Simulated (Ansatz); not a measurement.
**How Fe converges under other mixers and occupations**

Wanted: the cost and the effect of other mixers, smearings and limits on one cell of Fe. We look at Fe: the measured crystal structure (space group Im-3m), with 1 atom per cell. Source: COD entry 9013475, which need not be the ambient phase.

The COD cell was measured well above room temperature, so it is larger than a cold one.

Method: DFT LDA, PAW, plane waves, scalar-relativistic, in Ansatz 0.2.0.

1 further run of the same task is left out (it didn't finish).

**1. The starting structure**

It takes space group Im-3m (No. 229, cubic). Conventional cell: a = 2.882 Å, b = 2.882 Å, c = 2.882 Å, α = 90.00°, β = 90.00°, γ = 90.00°. Fe (site symmetry m-3m) is surrounded by 8 Fe at 2.50 Å.

As a file:

```
CELL_PARAMETERS angstrom
-1.44100 1.44100 1.44100
1.44100 -1.44100 1.44100
1.44100 1.44100 -1.44100
ATOMIC_POSITIONS crystal
Fe 0.00000 0.00000 0.00000
```

Labels such as Fe1 number the atoms in the order of the input file.

After the default run come: 2 bands beyond the filled ones; one k-point (Gamma), no switch to direct minimisation; iteration limit 15; Broyden, β 0.5, history 2, no preconditioner; cutoff 600 eV; Anderson, β 0.2, history 4, no preconditioner; iteration limit 8; Broyden, β 0.5, preconditioner Resta.

The search for lower states is off throughout, and inputs that name a mixer don't switch to direct minimisation unless they say so. Spin is collinear, with starting moments Fe1 4.00 μB. β is the mixing step of the charge; the magnetisation has a step of its own, which the program sets unless it is named.

**2. Default SCF settings**

input.yaml

```yaml
crystal:
  lattice:
    - [-1.441, 1.441, 1.441]
    - [1.441, -1.441, 1.441]
    - [1.441, 1.441, -1.441]
  atoms:
    - { symbol: Fe, position: [0.0, 0.0, 0.0], spin: 4.0 }
magnetization:
  spin_polarized: true
hamiltonian:
  xc: lda
  pseudopotentials: { kind: paw }
basis:
  ecutwfc: 420
kpoints:
  mp_grid: { grid: [13, 13, 13] }
scf:
  occupations: { method: fermi_dirac, width: 0.05 }
  lower_state_search: "off"
output:
  forces: true
  stress: true
  write_density: true
  write_potential: true
  elf: true
  volumetric_format: npy
```

Command:

```
ansatz run input.yaml --threads 2 --pin off --max-ram 5120MiB --backend cpu --events-out ev --progress --plain --runs-dir out
```

**Question.** Each change named above is then made alone on this input. How many iterations does the default take, and what do the changes move? Wanted: largest shift of the free energy by occupations, cutoff, mesh or field.

**Answer**, as computed:

| quantity | value |
| --- | --- |
| default run | 8 iterations, ferromagnetic, site moments Fe1 2.22 μB, total 2.19 μB per cell, no gap on the k-mesh |
| fewest iterations to that state among the runs shown | 8 (default SCF settings) |
| most iterations to it | 18 (Anderson, β 0.2, history 4, no preconditioner) |
| runs that end in another state, among changes of path alone | 0 |
| largest shift of the free energy by occupations, cutoff, mesh or field | -7877 meV/atom (one k-point (Gamma), no switch to direct minimisation) |

What this shows: The default and the runs that change only the path, 7 in all, end in one state, in 8 to 18 iterations. Occupations, cutoff, mesh and fields change the problem that is solved, not just the path; the largest shift here is that of “one k-point (Gamma), no switch to direct minimisation”. Other settings tried on this cell gave no result: linear mixing, β 0.7, Kerker (not converged after 70 iterations, oscillates). Counts include iterations that the program adds to test a close, so a difference of one or two ranks nothing. The starting density is a sum of atomic densities.
